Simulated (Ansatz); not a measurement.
**AlAsH (sextet): the correlation ladder, cc-pVDZ**

How much of the correlation energy of AlAsH (sextet) does each wave-function method recover here?

The runs use Ansatz 0.2.0, Gaussian basis; cc-pVDZ, core rule «outside noble gas», up to 19 orbitals frozen.

Plan: UHF; CCSD(T) on ROHF; CCSD(T) on UHF; BCCD(T) on ROHF; CISD; CCSDT(Q) on ROHF; CCSDT(Q) on UHF.

32 further runs of the same task are left out: 15 for a known fault of the program, 6 that didn't finish, 11 set aside as unsound or not needed.

### Step 1. What is computed

The geometry is a PBE0/def2-TZVP stationary point (not a proven minimum) of the parent state, kept for this charge and spin. No spin-orbit coupling is included. The filled d shell of As may be among the frozen orbitals whatever the setting's name suggests; the logs give the count.

3 atoms, charge 0, spin multiplicity 6.

Atoms are counted from 1 here; the program's logs count them from 0.

Bond lengths: Al1–As2 2.494 Å, Al1–H3 1.616 Å. Angles: As2–Al1–H3 114.3°.

### Step 2. UHF

Contents of in.yaml:

```yaml
crystal:
  periodic: [false, false, false]
  atoms:
    - {symbol: Al, position_ang: [0.000000, -0.117481, 1.805728]}
    - {symbol: As, position_ang: [0.000000, 0.024611, -0.684636]}
    - {symbol: H, position_ang: [0.000000, 1.315495, 2.552431]}
basis:
  gaussian: {orbitals: cc-pVDZ}
magnetization: {spin_polarized: true, initial_magnetization: 5}
hamiltonian: {xc: hf}
output: {orbitals: {seedname: orbitals}}
```

Launch:

```bash
> ansatz run in.yaml --threads 1 --pin off --events-out ev --progress --plain --max-ram 2393MiB
```

After this run come: CCSD(T) on ROHF; CCSD(T) on UHF; BCCD(T) on ROHF; CISD; CCSDT(Q) on ROHF; CCSDT(Q) on UHF.

**Question.** What will the summary of the whole plan be? Wanted: UCCSDT(Q) below the RHF energy; RMP2 from UCCSDT(Q); UMP2 from UCCSDT(Q); RCCSD from UCCSDT(Q); RCCSD(T) from UCCSDT(Q); UCCSD(T) from UCCSDT(Q); RCCSDT(Q) from UCCSDT(Q); T1 diagnostic.

**Answer**, as computed:

| quantity | value |
| --- | --- |
| UCCSDT(Q) below the RHF energy | -3.6462 eV |
| RMP2 from UCCSDT(Q) | +935.0 meV |
| UMP2 from UCCSDT(Q) | +905.6 meV |
| RCCSD from UCCSDT(Q) | +132.9 meV |
| RCCSD(T) from UCCSDT(Q) | +48.0 meV |
| UCCSD(T) from UCCSDT(Q) | +31.0 meV |
| RCCSDT(Q) from UCCSDT(Q) | +16.6 meV |
| levels within 1 kcal/mol (43 meV) | UCCSD(T), RCCSDT, UCCSDT, RCCSDT(Q) |
| T1 diagnostic | 0.034 |

**Reading.** RCCSD(T) misses by +48.0 meV, 1.3 % of the correlation energy. These misses are within one basis, not against nature; the frozen cores of restricted and unrestricted runs differ, which can shift their rows.
